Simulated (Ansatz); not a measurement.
# ClFGeH4O3: the cost of one run

Method: RKS PBE0-D4/def2-SVP, in Ansatz 0.2.0.

### 1 The starting structure

Bond lengths: Ge1–Cl2 2.570 Å, Ge1–O3 1.770 Å, O3–H4 1.010 Å, Ge1–O5 1.769 Å, O5–H6 1.010 Å, Ge1–O7 1.769 Å, O7–H8 1.010 Å, Ge1–F9 1.980 Å. Angles: Cl2–Ge1–O3 109.4°, Cl2–Ge1–O5 109.5°, Cl2–Ge1–O7 109.5°, Cl2–Ge1–F9 71.6°, O3–Ge1–O5 109.5°, O3–Ge1–O7 109.5°, O3–Ge1–F9 67.1°, O5–Ge1–O7 109.5°, O5–Ge1–F9 72.9°, O7–Ge1–F9 176.5°, Ge1–O3–H4 109.5°, Ge1–O5–H6 109.5°, Ge1–O7–H8 109.5°.

Structure file:

```xyz
10

Ge    0.0000    0.0000    0.0000
Cl    0.0000    0.0000    2.5700
O     1.6691    0.0000   -0.5894
H     1.9855   -0.9521   -0.7061
O    -0.8337    1.4443   -0.5894
H    -1.7915    1.2136   -0.8118
O    -0.8337   -1.4443   -0.5894
H    -1.2883   -1.9100    0.1830
F     1.0384    1.5660    0.6243
H     0.7765    1.1711    1.7575
```

### 2 Pulling towards end A

Springs on the bonds that form and break draw the guess towards this end; the thresholds are loose.

Input file input.yaml:

```yaml
crystal:
  periodic: [false, false, false]
  atoms:
    - { symbol: Ge, position_ang: [0.0, 0.0, 0.0] }
    - { symbol: Cl, position_ang: [0.0, 0.0, 2.57] }
    - { symbol: O, position_ang: [1.6691, 0.0, -0.5894] }
    - { symbol: H, position_ang: [1.9855, -0.9521, -0.7061] }
    - { symbol: O, position_ang: [-0.8337, 1.4443, -0.5894] }
    - { symbol: H, position_ang: [-1.7915, 1.2136, -0.8118] }
    - { symbol: O, position_ang: [-0.8337, -1.4443, -0.5894] }
    - { symbol: H, position_ang: [-1.2883, -1.91, 0.183] }
    - { symbol: F, position_ang: [1.0384, 1.566, 0.6243] }
    - { symbol: H, position_ang: [0.7765, 1.1711, 1.7575] }
basis:
  gaussian: { orbitals: def2-SVP }
hamiltonian:
  xc: pbe0
  dispersion: d4
relax:
  f_tol: 0.15
  max_steps: 25
  restrain:
    - { distance: [0, 8], at: 2.88, k: 30.0 }
    - { distance: [9, 1], at: 2.57, k: 30.0 }
    - { distance: [0, 1], at: 2.22, k: 30.0 }
    - { distance: [9, 8], at: 0.92, k: 30.0 }
output:
  orbitals: {}
```

Command:

```sh
$ ansatz run input.yaml --threads 4 --pin off --max-ram 5120MiB --backend cpu --events-out ev --progress --plain --runs-dir out
```

**Question.** How long does this run take on 4 threads of Arm Neoverse V1, shared host, and how much memory does it need?

About 25 s, with a peak of 0.35 GiB.
